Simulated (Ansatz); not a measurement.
A run of Ansatz 0.2.0:

Contents of input.yaml:

```yaml
crystal:
  lattice:
    - [6.85877, 0.0, 0.0]
    - [0.0, 4.22865, 0.0]
    - [-3.39101, 0.0, 7.27459]
  atoms:
    - { symbol: H, position: [0.22549, 0.75, 0.5073] }
    - { symbol: H, position: [0.77451, 0.25, 0.4927] }
    - { symbol: Pb, position: [0.30229, 0.25, 0.28494] }
    - { symbol: Pb, position: [0.69771, 0.75, 0.71506] }
    - { symbol: "N", position: [0.21484, 0.75, 0.83567] }
    - { symbol: "N", position: [0.78516, 0.25, 0.16433] }
    - { symbol: O, position: [0.33078, 0.75, 0.45338] }
    - { symbol: O, position: [0.40909, 0.75, 0.86901] }
    - { symbol: O, position: [0.15508, 0.75, 0.96537] }
    - { symbol: O, position: [0.07083, 0.75, 0.66955] }
    - { symbol: O, position: [0.66922, 0.25, 0.54661] }
    - { symbol: O, position: [0.59091, 0.25, 0.13099] }
    - { symbol: O, position: [0.84492, 0.25, 0.03463] }
    - { symbol: O, position: [0.92917, 0.25, 0.33045] }
hamiltonian:
  xc: pbe
  pseudopotentials: { kind: paw }
kpoints:
  mp_grid: { grid: [3, 5, 3] }
scf:
  occupations: { method: fermi_dirac, width: 0.05 }
output:
  forces: true
  stress: true
  eigenvalues: true
relax:
  f_tol: 0.01
  max_steps: 40
  cell: { stress_tol: 0.05, p_target: 20.0 }
```

Potentials or basis: Ansatz PAW.

Run with:

```sh
$ ansatz run input.yaml --threads 8 --pin off --max-ram 20480MiB --backend cpu --events-out ev --progress --plain --runs-dir out
```

Hardware: 8 threads of Arm Neoverse V1 (shared host).

Question: How long does it take, and how much memory?

Answer: Run time: 44 s on 8 threads of Arm Neoverse V1 (shared host), peak memory 0.94 GiB. Counts: scf iterations 142, plane waves 2795, k points 15, bands 58, ion steps 20.
